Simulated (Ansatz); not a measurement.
# CH₉FSi₃: one species, many methods

Aim: compute CH₉FSi₃ with functionals from several rungs and with coupled cluster, and see how far each lands from CCSD(T) at the basis-set limit for the atomisation energy.

Program: Ansatz 0.2.0, Gaussian basis. Level of theory: functionals in def2-TZVPP, the program's frozen cores in correlated methods. These are calculated values, not measurements.

Levels to be run: PBE-D4, r2SCAN-D4, PBE0-D4, B3LYP-D4, ωB97X-V, ωB97M-V, B2PLYP; CCSD(T)/def2-TZVPP; MP2/def2-QZVPP; extrapolation to the limit.

### Step 1. The geometry

All runs share one geometry, relaxed beforehand with PBE0-D4 in a triple-zeta def2 set.

SMILES `C[Si](F)([SiH3])[SiH3]`, 14 atoms, charge 0, spin multiplicity 1.

Atoms are counted from 1 here; the program's logs count them from 0.

Bond lengths: C1–Si2 1.867 Å, C1–H6 1.094 Å, C1–H7 1.093 Å, C1–H8 1.093 Å, Si2–F3 1.617 Å, Si2–Si4 2.349 Å, Si2–Si5 2.349 Å, Si4–H9 1.489 Å, Si4–H10 1.487 Å, Si4–H11 1.490 Å, Si5–H12 1.489 Å, Si5–H13 1.487 Å, Si5–H14 1.490 Å. Angles: Si2–C1–H6 110.2°, Si2–C1–H7 110.9°, Si2–C1–H8 110.9°, H6–C1–H7 108.2°, H6–C1–H8 108.2°, H7–C1–H8 108.5°, C1–Si2–F3 108.1°, C1–Si2–Si4 111.1°, C1–Si2–Si5 111.1°, F3–Si2–Si4 108.1°, F3–Si2–Si5 108.1°, Si4–Si2–Si5 110.3°, Si2–Si4–H9 111.3°, Si2–Si4–H10 111.1°, Si2–Si4–H11 108.6°, H9–Si4–H10 108.9°, H9–Si4–H11 108.5°, H10–Si4–H11 108.5° and more.

### Step 2. PBE-D4 (GGA)

The input, in.yaml:

```yaml
crystal:
  periodic: [false, false, false]
  atoms:
    - {symbol: C, position_ang: [-1.756344, -0.377975, 0.731800]}
    - {symbol: Si, position_ang: [0.006268, 0.210499, 0.555093]}
    - {symbol: F, position_ang: [0.445922, 0.902492, 1.948999]}
    - {symbol: Si, position_ang: [0.193715, 1.817078, -1.147922]}
    - {symbol: Si, position_ang: [1.459150, -1.588251, 0.143622]}
    - {symbol: H, position_ang: [-2.089495, -0.853422, -0.194943]}
    - {symbol: H, position_ang: [-1.844434, -1.108238, 1.539753]}
    - {symbol: H, position_ang: [-2.427071, 0.457530, 0.945990]}
    - {symbol: H, position_ang: [-0.715236, 2.970957, -0.904130]}
    - {symbol: H, position_ang: [1.589743, 2.317900, -1.258757]}
    - {symbol: H, position_ang: [-0.184817, 1.183368, -2.442015]}
    - {symbol: H, position_ang: [1.368343, -2.612450, 1.220587]}
    - {symbol: H, position_ang: [2.868070, -1.123840, 0.037442]}
    - {symbol: H, position_ang: [1.073186, -2.224849, -1.146820]}
basis:
  gaussian: {orbitals: def2-TZVPP}
hamiltonian: {xc: pbe, dispersion: d4}
output: {forces: true, orbitals: {seedname: orbitals}}
```

Run with:

```console
$ ansatz run in.yaml --threads 2 --pin off --events-out ev --progress --plain --max-ram 22528MiB --backend cuda --devices 0, --max-vram 18GiB
```

After this run come: r2SCAN-D4 (meta-GGA); PBE0-D4 (hybrid); B3LYP-D4 (hybrid); ωB97X-V (range-separated); ωB97M-V (range-separated); B2PLYP (double hybrid); CCSD(T) in def2-TZVPP; MP2 in def2-QZVPP.

**Question.** What will the summary of the whole plan be? Wanted: atomisation energy, CCSD(T)/CBS; farthest; mean size of error, hybrid; mean size of error, range-separated; gap, smallest and largest; T1 diagnostic; triples share of the correlation energy.

The runs gave:

| quantity | value |
| --- | --- |
| atomisation energy, CCSD(T)/CBS | 1108.6 kcal/mol |
| functionals within 5.5 kcal/mol (0.5 %) | PBE-D4, r2SCAN-D4, B3LYP-D4, ωB97M-V |
| farthest | B2PLYP (-18.0 kcal/mol) |
| mean size of error, hybrid | 7.4 kcal/mol |
| mean size of error, range-separated | 4.2 kcal/mol |
| gap, smallest and largest | 5.01 eV (PBE-D4), 11.21 eV (ωB97X-V) |
| T1 diagnostic | 0.0127 |
| triples share of the correlation energy | 3.3 % |

PBE-D4 is off by -5.3 kcal/mol. Double hybrids carry the basis error of their MP2 part in triple zeta, and no dispersion term here, so their miss is partly the set-up's. The reference freezes the cores and leaves out relativity and excitations past (T), so misses under about 5.5 kcal/mol can't be ranked. Hartree-Fock recovers 76 % of the binding; the rest is correlation. The gap grows from 5.0 to 11.2 eV across the functionals, mostly with the share of exact exchange.
